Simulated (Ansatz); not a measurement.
**C₃H₆Al radical: one species, many methods**

The task here is to estimate one member of a computed series from the others.

Program: Ansatz 0.2.0, Gaussian basis. Level of theory: functionals in def2-TZVPP, the program's frozen cores in correlated methods. These are calculated values, not measurements.

Plan: LDA (SPW92), PBE-D4, revPBE-D4, BLYP-D4, r2SCAN-D4, B97M-V, PBE0-D4, B3LYP-D4, r2SCANh-D4, r2SCAN0-D4, HSE06-D4, BHLYP-D4, CAM-B3LYP-D4, LC-ωPBE, ωB97X-V, ωB97M-V, B2PLYP, PBE-QIDH; CCSD(T)/def2-SVP; CCSD(T)/def2-TZVPP; MP2/def2-QZVPP; extrapolation to the limit; RPA on PBE.

## The relaxed structure

The geometry comes from an earlier relaxation with PBE0-D4 in a triple-zeta def2 set; it is a stationary point, not always the lowest conformer.

SMILES `C=[CH][Al][CH3]`, 10 atoms, charge 0, spin multiplicity 2.

Atoms are counted from 1 here; the program's logs count them from 0.

Bond lengths: C1–C2 1.336 Å, C1–H5 1.088 Å, C1–H6 1.090 Å, C2–Al3 1.962 Å, C2–H7 1.090 Å, Al3–C4 1.970 Å, C4–H8 1.091 Å, C4–H9 1.096 Å, C4–H10 1.096 Å. Angles: C2–C1–H5 122.0°, C2–C1–H6 122.9°, H5–C1–H6 115.1°, C1–C2–Al3 119.5°, C1–C2–H7 117.0°, Al3–C2–H7 123.5°, C2–Al3–C4 116.2°, Al3–C4–H8 113.2°, Al3–C4–H9 110.0°, Al3–C4–H10 110.1°, H8–C4–H9 108.0°, H8–C4–H10 108.0°, H9–C4–H10 107.4°.

Set-up of the first run:

in.yaml reads:

```yaml
crystal:
  periodic: [false, false, false]
  atoms:
    - {symbol: C, position_ang: [-1.105179, -0.956141, -0.900967]}
    - {symbol: C, position_ang: [0.203508, -1.108383, -1.119985]}
    - {symbol: Al, position_ang: [1.485691, -0.034382, -0.093718]}
    - {symbol: C, position_ang: [0.716773, 1.229274, 1.207920]}
    - {symbol: H, position_ang: [-1.488345, -0.249890, -0.166695]}
    - {symbol: H, position_ang: [-1.865514, -1.523075, -1.437525]}
    - {symbol: H, position_ang: [0.497891, -1.838212, -1.873556]}
    - {symbol: H, position_ang: [1.472457, 1.794077, 1.756219]}
    - {symbol: H, position_ang: [0.064890, 1.945205, 0.694632]}
    - {symbol: H, position_ang: [0.100929, 0.690424, 1.936777]}
basis:
  gaussian: {orbitals: def2-TZVPP}
magnetization: {spin_polarized: true, initial_magnetization: 1}
hamiltonian: {xc: lda}
output: {orbitals: {seedname: orbitals}}
```

On the command line:

```bash
ansatz run in.yaml --threads 4 --pin off --events-out ev --progress --plain --max-ram 10444MiB
```

Steps of the session up to this table: LDA; PBE-D4 (GGA); revPBE-D4 (GGA); BLYP-D4 (GGA); r2SCAN-D4 (meta-GGA); B97M-V (meta-GGA); B3LYP-D4 (hybrid); r2SCANh-D4 (hybrid); r2SCAN0-D4 (hybrid); HSE06-D4 (hybrid); BHLYP-D4 (hybrid); CAM-B3LYP-D4 (range-separated); LC-ωPBE (range-separated); ωB97X-V (range-separated); ωB97M-V (range-separated); B2PLYP (double hybrid); PBE-QIDH (double hybrid).

One of the session's tables, all rows but one given; the rest of the session is left out.

It belongs to the step «Frontier levels by functional». 

| functional | HOMO (eV) | LUMO (eV) | gap (eV) |
| --- | --- | --- | --- |
| LDA (SPW92) | -4.06 | -2.91 | 1.15 |
| PBE-D4 | -4.09 | -2.55 | 1.54 |
| revPBE-D4 | -4.08 | -2.43 | 1.65 |
| BLYP-D4 | ? | ? | ? |
| r2SCAN-D4 | -4.37 | -2.30 | 2.06 |
| B97M-V | -4.00 | -2.98 | 1.02 |
| PBE0-D4 | -5.09 | -1.75 | 3.35 |
| B3LYP-D4 | -4.85 | -2.15 | 2.70 |
| r2SCANh-D4 | -4.73 | -2.01 | 2.73 |
| r2SCAN0-D4 | -5.28 | -1.58 | 3.70 |
| HSE06-D4 | -4.70 | -2.12 | 2.58 |
| BHLYP-D4 | -5.92 | -1.14 | 4.78 |
| CAM-B3LYP-D4 | -6.26 | -1.02 | 5.24 |
| LC-ωPBE | -7.61 | 0.34 | 7.95 |
| ωB97X-V | -7.15 | -0.11 | 7.03 |
| ωB97M-V | -6.71 | -0.27 | 6.44 |

Q: Estimate the row for BLYP-D4 from the others.

Worked estimate for «HOMO (eV)». Against the share of exact exchange, B3LYP-D4 (0.2, -4.85), BHLYP-D4 (0.5, -5.92) give a slope of -3.57 per unit share; at 0 the line stands at -4.14.

**Answer.** HOMO (eV): -3.89; LUMO (eV): -2.61; gap (eV): 1.28. In «HOMO (eV)» the line misses by -0.25.
